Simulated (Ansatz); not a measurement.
## Molecular dynamics of In$_{12}$P$_{12}$H$_{3}$N

Input:

```yaml
accuracy: low
crystal:
  lattice:
    - [8.299595, 0.0, 0.0]
    - [4.149798, 7.18766, 0.0]
    - [0.0, 0.0, 19.623665]
  atoms:
    - { symbol: In, position: [0.0, 0.0, 0.0509589] }
    - { symbol: P, position: [0.1666667, 0.1666667, 0.0941248] }
    - { symbol: In, position: [0.0, 0.5, 0.0509589] }
    - { symbol: P, position: [0.1666667, 0.6666667, 0.0941248] }
    - { symbol: In, position: [0.5, 0.0, 0.0509589] }
    - { symbol: P, position: [0.6666667, 0.1666667, 0.0941248] }
    - { symbol: In, position: [0.5, 0.5, 0.0509589] }
    - { symbol: P, position: [0.6666667, 0.6666667, 0.0941248] }
    - { symbol: In, position: [0.64834906, 0.64718909, 0.22864981] }
    - { symbol: P, position: [0.81450271, 0.81106568, 0.27312447] }
    - { symbol: In, position: [0.67249699, 0.13841405, 0.22549082] }
    - { symbol: P, position: [0.83339878, 0.31123483, 0.26610242] }
    - { symbol: In, position: [0.14165421, 0.66941954, 0.22538885] }
    - { symbol: P, position: [0.31252218, 0.83220744, 0.26612993] }
    - { symbol: In, position: [0.17282859, 0.17166046, 0.2323945] }
    - { symbol: P, position: [0.34847209, 0.34536702, 0.27601686] }
    - { symbol: In, position: [0.2537606, 0.2479874, 0.44223532] }
    - { symbol: P, position: [0.4141318, 0.4097447, 0.37955893] }
    - { symbol: In, position: [0.26468733, 0.78423264, 0.39515381] }
    - { symbol: P, position: [0.45427852, 0.90080518, 0.4578655] }
    - { symbol: In, position: [0.78876207, 0.26548217, 0.39545532] }
    - { symbol: P, position: [-0.09209093, 0.45158235, 0.45971327] }
    - { symbol: In, position: [0.78030751, 0.77610005, 0.40771319] }
    - { symbol: P, position: [-0.05534283, 0.9452466, 0.45042558] }
    - { symbol: "N", position: [0.35704719, 0.31687979, 0.54817942] }
    - { symbol: H, position: [0.3114148, 0.27462477, 0.58914274] }
    - { symbol: H, position: [0.49960375, 0.24524277, 0.5489258] }
    - { symbol: H, position: [0.3123772, 0.45559062, 0.55374241] }
basis:
  ecutwfc: 420.0
kpoints:
  mp_grid: { grid: [2, 2, 1] }
hamiltonian:
  xc: pbe
  dispersion: d3bj
  pseudopotentials: { kind: paw, azcp: { folder: soft_1 } }
scf:
  occupations: { method: fermi_dirac, width: 0.05 }
  lower_state_search: "off"
md:
  timestep: 0.5
  n_steps: 160
  ensemble: nvt_langevin
  temperature: 900.0
  initial_velocities: maxwell_boltzmann
  seed: 528533
  friction: 0.05
  constraints: [{ sites: [0, 1, 2, 3, 4, 5, 6, 7] }]
```

Command:

```bash
$ ansatz run input.yaml --threads 4 --pin off --max-ram 10240MiB --backend cpu --events-out ev --progress --plain --runs-dir out
```

It starts from a relaxed structure.

Output, in part (step lines):

```
md step     0: t =     0.00 fs  T =   900.0 K  F+E_penalty+E_count = -76680.23043452 eV  E_kin = 2.326680 eV  (18 SCF iters)
md step     1: t =     0.50 fs  T =   881.2 K  F+E_penalty+E_count = -76680.19946367 eV  E_kin = 2.278149 eV  (9 SCF iters)
md step     2: t =     1.00 fs  T =   832.2 K  F+E_penalty+E_count = -76680.11274722 eV  E_kin = 2.151443 eV  (9 SCF iters)
md step     3: t =     1.50 fs  T =   860.0 K  F+E_penalty+E_count = -76679.99957571 eV  E_kin = 2.223339 eV  (9 SCF iters)
md step     4: t =     2.00 fs  T =   870.0 K  F+E_penalty+E_count = -76679.93007735 eV  E_kin = 2.249000 eV  (9 SCF iters)
md step     5: t =     2.50 fs  T =   846.2 K  F+E_penalty+E_count = -76679.93052835 eV  E_kin = 2.187550 eV  (8 SCF iters)
md step     6: t =     3.00 fs  T =   891.7 K  F+E_penalty+E_count = -76679.97910189 eV  E_kin = 2.305116 eV  (8 SCF iters)
md step     7: t =     3.50 fs  T =   969.7 K  F+E_penalty+E_count = -76680.03958631 eV  E_kin = 2.506943 eV  (7 SCF iters)
[... lines left out ...]
md step   160: t =    80.00 fs  T =  1112.6 K  F+E_penalty+E_count = -76678.20270669 eV  E_kin = 2.876197 eV  (8 SCF iters)
```

The steps, from the saved trajectory:

```tsv
time (fs)	T (K)	potential energy less start (eV)
0	900	0.000
2.5	846	0.300
5	1014	0.208
7.5	939	0.326
10	726	0.442
12.5	635	0.556
15	569	0.700
17.5	726	0.696
20	702	0.695
22.5	753	0.824
25	639	1.030
27.5	775	0.894
30	814	0.799
32.5	861	0.910
35	785	1.000
37.5	864	0.935
40	822	0.911
42.5	634	0.972
45	561	1.208
47.5	763	1.348
50	843	1.245
52.5	755	1.338
55	778	1.509
57.5	657	1.489
60	789	1.363
62.5	656	1.580
65	591	1.796
67.5	735	1.736
70	950	1.682
72.5	961	1.777
75	1034	1.852
77.5	1051	2.055
80	1113	2.028
```

All steps were run. The mean temperature of the second half is 13 % below the set value. A run of 0.08 ps of so small a system gives no equilibrium averages. Limits of this set-up: coarse k mesh, slab without dipole correction, low accuracy level.

Mean squared displacements from the first frame to the last: In 0.02 Å², P 0.02 Å², N 0.08 Å², H 0.56 Å².

Last frame:

```xyz
28
Lattice="8.2996 0.0000 0.0000 4.1498 7.1877 0.0000 0.0000 0.0000 19.6237" Properties=species:S:1:pos:R:3
In 0.000 0.000 1.000
P 2.075 1.198 1.847
In 2.075 3.594 1.000
P 4.150 4.792 1.847
In 4.150 0.000 1.000
P 6.225 1.198 1.847
In 6.225 3.594 1.000
P 8.300 4.792 1.847
In 8.025 4.681 4.547
P 10.108 5.923 5.222
In 6.137 0.976 4.436
P 8.427 2.349 5.111
In 3.994 4.849 4.389
P 6.045 6.041 5.236
In 2.108 1.325 4.541
P 4.191 2.393 5.515
In 3.090 1.876 8.563
P 5.260 3.122 7.340
In 5.453 5.717 7.667
P 7.318 6.441 9.097
In 7.768 2.025 7.695
P 1.166 3.365 9.015
In 9.793 5.649 7.699
P 3.561 6.708 8.941
N 4.568 2.278 10.734
H 4.237 1.367 11.206
H 5.607 2.390 10.707
H 3.957 3.064 10.980
```

The run took 27 min on 4 threads of Arm Neoverse V1, with other jobs on the host, peak memory 3.3 GiB.
